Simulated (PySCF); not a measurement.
# How the numerical set-up moves the result for NbP (triplet)

Aim: see how much the energy and properties of NbP (triplet) depend on the numerical set-up.

The runs use PySCF 2.14.0; method and basis as typed in the scripts.

3 further runs of the same task are left out: 3 that didn't finish.

## 1. The starting structure

NbP (triplet): 2 atoms, charge 0, spin multiplicity 3.

Bond lengths: Nb1–P2 2.546 Å.

## 2. The run that the others are compared with

Contents of input.py:

```python
from pyscf import gto, scf

mol = gto.M(
    atom='Nb 0 0 0; P 0 0 2.546',
    basis='lanl2dz',
    ecp={'Nb': 'lanl2dz', 'P': 'lanl2dz'},
    charge=0,
    spin=2,
    verbose=4,
)
mf = scf.UHF(mol)
mf = mf.newton()
mf.kernel()
mf.dip_moment()
print('orbital energies (hartree):', [e[max(0, n-3):n+3].round(4) for e, n in zip(mf.mo_energy, mol.nelec)])
```

Started as:

```sh
> OMP_NUM_THREADS=1 python input.py
```

Its log is not repeated here.

In short: E(SCF) = -61.902484 Eh, 10 macro-iterations, ⟨S²⟩ = 2.890, μ = 6.59 D.

⟨S²⟩ = 2.89 against 2.00 for a pure state: the determinant is spin-contaminated. The bond length is a typed value, not an optimised one. No search for the lowest state was made; open d or f shells can end in a higher solution. The triplet is typed in the script; nothing here shows that it is the ground state.

## 3. Def2-svpd

Edit 1 changes basis set: lanl2dz → def2-svpd. The core potential changes with it: totals don't compare.

Contents of input.py:

```python
from pyscf import gto, scf

mol = gto.M(
    atom='Nb 0 0 0; P 0 0 2.546',
    basis='def2-svpd',
    ecp={'Nb': 'def2-svpd'},
    charge=0,
    spin=2,
    verbose=4,
)
mf = scf.UHF(mol)
mf = mf.newton()
mf.kernel()
mf.dip_moment()
print('orbital energies (hartree):', [e[max(0, n-3):n+3].round(4) for e, n in zip(mf.mo_energy, mol.nelec)])
```

Started as:

```sh
> OMP_NUM_THREADS=1 python input.py
```

## 4. Core potential off

Edit 2 changes core potential: on → off. The core potential changes with it: totals don't compare.

Changes to input.py since step 2:

```diff
@@ -5,3 +5,2 @@
     basis='lanl2dz',
-    ecp={'Nb': 'lanl2dz', 'P': 'lanl2dz'},
     charge=0,
```

## 5. Sbkjc

Edit 3 changes basis set: lanl2dz → sbkjc. The core potential changes with it: totals don't compare.

Changes to input.py since step 2:

```diff
@@ -4,4 +4,4 @@
     atom='Nb 0 0 0; P 0 0 2.546',
-    basis='lanl2dz',
-    ecp={'Nb': 'lanl2dz', 'P': 'lanl2dz'},
+    basis='sbkjc',
+    ecp={'Nb': 'sbkjc', 'P': 'sbkjc'},
     charge=0,
```

What does the calculation give? Wanted: for each run, E(SCF); from base; gap, α spin; SCF dipole.

**Answer**, as computed:

```
                             run  E(SCF) (hartree)  from base (eV)    cycles  gap, α spin (eV)  SCF dipole (D)  functions
                            base        -61.902484               0  10 macro              6.38            6.59         30
                       def2-svpd       -396.926925  not comparable   6 macro              6.60            6.33         58
core potential off (poor choice)       -631.018713  not comparable   3 macro              3.55           13.11         30
                           sbkjc        -62.464670  not comparable  10 macro              5.82            3.50         39
```

Rows marked «poor choice» come from settings spoiled on purpose.
